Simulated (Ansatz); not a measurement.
# HfSi3O8: the cost of one run

Computed with Ansatz 0.2.0 (DFT PBE, scalar-relativistic, plane waves, PAW, unless a step's input says otherwise).

1 further run of the same task is left out (set aside as unsound or not needed). Runs told in other sessions of the task aren't counted.

## 1. The system as given

Symmetry: P-4m2, No. 115, tetragonal system. The conventional cell has a = 5.501 Å, b = 5.501 Å, c = 7.986 Å, α = 90.00°, β = 90.00°, γ = 90.00°. Around Hf (site symmetry -4m2) lie 4 O at 1.93 Å. Around Si (site symmetry 2mm) lie 4 O at 1.62 to 1.63 Å. Si (site symmetry -4m2) is surrounded by 4 O at 1.63 Å. Around O (site symmetry m) lie 1 Si at 1.62 Å and 1 Hf at 1.93 Å. Around O (site symmetry m) lie 2 Si at 1.63 Å.

Coordinates:

```cif
data_structure
_symmetry_space_group_name_H-M 'P 1'
_symmetry_Int_Tables_number 1
_cell_length_a 5.5015
_cell_length_b 5.5015
_cell_length_c 7.9864
_cell_angle_alpha 90.000
_cell_angle_beta 90.000
_cell_angle_gamma 90.000
_cell_volume 241.72
loop_
_atom_site_label
_atom_site_type_symbol
_atom_site_fract_x
_atom_site_fract_y
_atom_site_fract_z
_atom_site_occupancy
Hf1 Hf 0.00000 0.00000 0.50000 1
Si1 Si 0.50000 0.00000 0.77929 1
Si2 Si 0.00000 0.50000 0.22071 1
Si3 Si 0.50000 0.50000 0.00000 1
O1 O 0.73377 0.00000 0.65662 1
O2 O 0.24906 0.50000 0.10909 1
O3 O 0.26623 0.00000 0.65662 1
O4 O 0.75094 0.50000 0.10909 1
O5 O 0.00000 0.26623 0.34338 1
O6 O 0.50000 0.75094 0.89092 1
O7 O 0.00000 0.73377 0.34338 1
O8 O 0.50000 0.24906 0.89092 1
```

The cell was relaxed beforehand at this level, from a generated guess; it needn't be the stable form of this composition. At a tolerance of 0.02 Å it has space group P-4m2 (No. 115); it has 20.14 Å³/atom, an uncorrected energy of -2.87 eV/atom over the elements.

## 2. Bands, states and charges

Contents of input.yaml:

```yaml
crystal:
  lattice:
    - [5.5014551, 0.0, 0.0]
    - [0.0, 5.5014551, 0.0]
    - [0.0, 0.0, 7.9863852]
  atoms:
    - { symbol: Hf, position: [0.0, 0.0, 0.5] }
    - { symbol: Si, position: [0.5, 0.0, 0.77929] }
    - { symbol: Si, position: [0.0, 0.5, 0.22071] }
    - { symbol: Si, position: [0.5, 0.5, 0.0] }
    - { symbol: O, position: [0.733765, 0.0, 0.65662] }
    - { symbol: O, position: [0.249062, 0.5, 0.109085] }
    - { symbol: O, position: [0.266235, 0.0, 0.65662] }
    - { symbol: O, position: [0.750938, 0.5, 0.109085] }
    - { symbol: O, position: [0.0, 0.266235, 0.34338] }
    - { symbol: O, position: [0.5, 0.750938, 0.890915] }
    - { symbol: O, position: [0.0, 0.733765, 0.34338] }
    - { symbol: O, position: [0.5, 0.249062, 0.890915] }
basis:
  ecutwfc: 420
kpoints:
  mp_grid: { grid: [4, 4, 4] }
  band_path:
    path:
      - [[0.0, 0.0, 0.0], [0.0, 0.5, 0.0], [0.5, 0.5, 0.0], [0.0, 0.0, 0.0], [0.0, 0.0, 0.5], [0.0, 0.5, 0.5], [0.5, 0.5, 0.5], [0.0, 0.0, 0.5]]
      - [[0.0, 0.5, 0.0], [0.0, 0.5, 0.5]]
      - [[0.5, 0.5, 0.0], [0.5, 0.5, 0.5]]
    npoints: 10
hamiltonian:
  xc: pbe
scf:
  occupations: { method: gaussian, width: 0.02 }
  n_extra_bands: 30
output:
  forces: true
  stress: true
  eigenvalues: true
  populations: true
  dos: { projected: true, de: 0.02, nscf_kmesh: { grid: [6, 6, 6] } }
  bader: false
```

Run with:

```bash
$ ansatz run input.yaml --threads 4 --pin off --max-ram 8192MiB --backend cpu --events-out ev --progress --plain --runs-dir out
```

**Question.** How long does this run take on 4 threads of Arm Neoverse V1, shared host, and how much memory does it need?

About 65 s, with a peak of 1.3 GiB.
